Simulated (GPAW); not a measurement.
InAu3:

```
Au In
1.0
     3.16059    0.00000    0.00000
    -1.58029    2.73715    0.00000
     0.00000    0.00000    9.05757
Au In
3 1
Direct
  0.33333 0.66667 0.75160
  0.33333 0.66667 0.24840
  0.66667 0.33333 0.50000
  0.66667 0.33333 0.00000
```

The cell comes from a database or a generator and needn't be the stable form of this composition.

```yaml
Program: GPAW 26.7.0
Task: relaxation of cell and atoms
Functional: PBEsol
Dispersion: D3
Potentials_or_basis: PAW data sets generated in the run's folder for this functional
Cutoff: 600 eV
Basis: pw
k_mesh: 6 × 6 × 2
Occupations: fermi-dirac, width 0.05 eV
Spin: no spin polarisation
```

At the start: pressure -9.4 GPa; volume 19.59 Å³/atom.

Question: How do energy, volume and symmetry change on relaxing?

Answer: Over 19 steps the energy falls by 71.2 meV/atom and the volume is 18.82 Å³/atom (-3.9 %); space group P-6m2 (No. 187, to 0.05 Å).

Step by step:
| step | energy change (eV) | largest force (eV/Å) | pressure (GPa) | volume (Å³) |
| --- | --- | --- | --- | --- |
| 1 | 0.0000 | 0.0504 | -9.39 | 78.36 |
| 2 | -0.0546 | 0.0550 | -8.33 | 77.40 |
| 3 | -0.2061 | 0.0665 | 2.56 | 70.84 |
| 4 | -0.2146 | 0.0603 | -0.22 | 72.15 |
| 5 | -0.2151 | 0.0538 | 0.10 | 72.00 |
| 6 | -0.2160 | 0.0328 | 0.46 | 71.85 |
| 7 | -0.2180 | 0.0292 | 0.93 | 71.70 |
| 8 | -0.2209 | 0.1447 | 1.26 | 71.73 |
| 9 | -0.2262 | 0.2869 | 1.17 | 72.05 |
| 10 | -0.2324 | 0.5522 | 0.63 | 73.25 |
| 11 | -0.2405 | 0.3975 | -0.05 | 73.24 |
| 12 | -0.2467 | 0.2625 | -0.51 | 73.38 |
| 13 | -0.2557 | 0.0976 | -0.96 | 73.86 |
| 14 | -0.2642 | 0.0096 | -0.66 | 74.15 |
| 15 | -0.2762 | 0.2142 | -0.11 | 75.82 |
| 16 | -0.2786 | 0.0378 | -0.18 | 74.79 |
| 17 | -0.2839 | 0.0433 | -0.06 | 75.16 |
| 18 | -0.2844 | 0.0264 | 0.00 | 75.39 |
| 19 | -0.2847 | 0.0110 | 0.00 | 75.28 |

Final structure:
```
Au In
1.0
     3.29978    0.00000    0.00000
    -1.64989    2.85770    0.00000
     0.00000    0.00000    7.98349
Au In
3 1
Direct
  0.33333 0.66667 0.75238
  0.33333 0.66667 0.24762
  0.66667 0.33333 0.50000
  0.66667 0.33333 0.00000
```

Caveat: the k mesh is coarse (spacing up to 0.38 Å⁻¹), so the values aren't converged; with this Au data set, volumes or pressures lay over 1.5 % or 2 GPa off other programs in two to four cells of ten; later steps reuse the first step's grids; pairwise dispersion overbinds metals, which lowers pressure and volume.
